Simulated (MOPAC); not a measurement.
# PM6-DH+ run of CH4OSSi (SMILES CS[Si]O)

We compute a geometry optimisation of CH4OSSi. 

Program for the calculation: MOPAC 23.2.5.

6 further runs of the same task are left out: 6 set aside as unsound or not needed.

## Step 1: Starting point

CH4OSSi: 8 atoms, total charge 0, spin state singlet. As SMILES, `CS[Si]O`. All atoms were displaced at random from a relaxed shape. This is a higher conformer, about 8 kJ/mol above the lowest found by a separate search. The run starts from this shape.

Bond lengths: C1–S2 1.828 Å, S2–Si3 2.153 Å, Si3–O4 1.661 Å, C1–H5 1.097 Å, C1–H6 1.081 Å, C1–H7 1.095 Å, O4–H8 0.970 Å. Angles: C1–S2–Si3 107.1°, S2–Si3–O4 104.2°, S2–C1–H5 110.9°, S2–C1–H6 106.4°, S2–C1–H7 109.2°, Si3–O4–H8 121.3°, H5–C1–H6 110.5°, H5–C1–H7 110.7°, H6–C1–H7 109.0°.

## Step 2: A geometry optimisation at PM6-DH+

Input file ch4ossi.mop:

```
CYCLES=300 PRECISE CHARGE=0 EF BONDS GNORM=0.05 DISP PM6-DH+ AUX(PRECISION=6) THREADS=1


C      0.740557 1     0.539891 1    -0.585637 1
S     -0.196442 1    -0.845626 1    -1.323455 1
Si    -1.487354 1    -1.624816 1     0.212875 1
O     -1.164990 1    -0.675572 1     1.536614 1
H      1.344894 1     0.195458 1     0.262898 1
H      1.374845 1     0.930049 1    -1.369120 1
H      0.040571 1     1.321429 1    -0.270650 1
H     -0.528077 1     0.054287 1     1.489810 1
```

Started as:

```console
mopac ch4ossi.mop
```

What values should one expect? Wanted: total energy at the end; dipole moment; HOMO energy; LUMO energy; HOMO–LUMO gap; dispersion energy; heat of formation.

Answer, from the run:

At PM6-DH+:

| quantity | value |
| --- | --- |
| total energy at the end | -26.34183 Eh |
| dipole moment | 0.54 D |
| HOMO energy | -8.59 eV |
| LUMO energy | -0.27 eV |
| HOMO–LUMO gap | 8.33 eV |
| dispersion energy | -0.68 kJ/mol |
| heat of formation | -62.4 kcal/mol |

**Reading.** At the final geometry: Bond lengths: C1–S2 1.795 Å, S2–Si3 1.931 Å, Si3–O4 1.556 Å, C1–H5 1.095 Å, C1–H6 1.095 Å, C1–H7 1.095 Å, O4–H8 0.919 Å. Angles: C1–S2–Si3 180.0°, S2–Si3–O4 180.0°, S2–C1–H5 110.4°, S2–C1–H6 110.4°, S2–C1–H7 110.4°, Si3–O4–H8 180.0°, H5–C1–H6 108.6°, H5–C1–H7 108.6°, H6–C1–H7 108.6°. The optimisation took 74 steps and changed the energy by -1.159 eV.
